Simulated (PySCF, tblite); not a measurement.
# CH3B3N2O3: infrared bands and NMR shifts

What infrared bands and NMR shifts should CH3B3N2O3 (`N#CB1OBOB(N)O1`) show?

Computed with tblite 0.8.0 and PySCF 2.14.0, with density-fitted response routines of our own, on a single molecule in the gas phase. Atoms are numbered from 0 throughout.

### 1 The starting structure

12 atoms, charge 0, multiplicity 1; geometry from: GFN2-xTB.

Bonds of the start (Å): N0–C1 1.15, C1–B2 1.55, B2–O3 1.36, O3–B4 1.37, B4–O5 1.35, O5–B6 1.38, B6–N7 1.39, B6–O8 1.39, O8–B2 1.35, B4–H9 1.17, N7–H10 1.00, N7–H11 1.00.

### 2 Infrared spectrum with GFN2-xTB

Job settings and geometry (Å):

```
{"job": {"kind": "ir", "xc": "GFN2-xTB", "basis": "xTB"}, "charge": 0, "multiplicity": 1}
N     -2.283136     3.252948    -0.409955
C     -1.749764     2.246795    -0.284188
B     -1.025481     0.890177    -0.115850
O     -1.759792    -0.250442     0.022753
B     -1.122977    -1.450591     0.171960
O      0.223612    -1.508903     0.183341
B      0.974690    -0.357375     0.044207
N      2.364659    -0.405682     0.056542
O      0.324797     0.857112    -0.108309
H     -1.756447    -2.426049     0.289896
H      2.935604     0.413206    -0.042343
H      2.875433    -1.261882     0.165920
```

**Question.** This job is followed by: GIAO PBE0/pcSseg-1 NMR shielding, non-relativistic, gas phase. Predict these results of the whole session: strongest single infrared mode (GFN2-xTB); zero-point energy (GFN2-xTB); 13C shifts against TMS (PBE0/pcSseg-1); 1H shifts against TMS (PBE0/pcSseg-1, means over atoms taken as alike); 15N shifts against NH3 (PBE0/pcSseg-1); 11B shifts against BF3·OEt2 (PBE0/pcSseg-1); 17O shifts against H2O (PBE0/pcSseg-1).

As calculated:

```
                                                              quantity                    value
                             strongest single infrared mode (GFN2-xTB)    1283 cm⁻¹, 826 km/mol
                                          zero-point energy (GFN2-xTB)            43.4 kcal/mol
                                13C shifts against TMS (PBE0/pcSseg-1)                124.5 ppm
1H shifts against TMS (PBE0/pcSseg-1, means over atoms taken as alike)           4.39, 2.82 ppm
                                15N shifts against NH3 (PBE0/pcSseg-1)          349.0, 62.7 ppm
                           11B shifts against BF3·OEt2 (PBE0/pcSseg-1)     25.7, 18.9, 15.8 ppm
                                17O shifts against H2O (PBE0/pcSseg-1)  210.1, 182.9, 181.8 ppm
```

**Reading.** All 30 modes are real, so the xTB geometry is a minimum. The strongest single mode, at 1283 cm⁻¹, is carried by B2, B4, O8, O5. Unscaled tight-binding wavenumbers are off by several per cent, some by more. Its intensities can rank the bands wrongly. At PBE0/pcSseg-1: The largest span, 595 ppm, is at N0, where the paramagnetic term is -419 ppm.
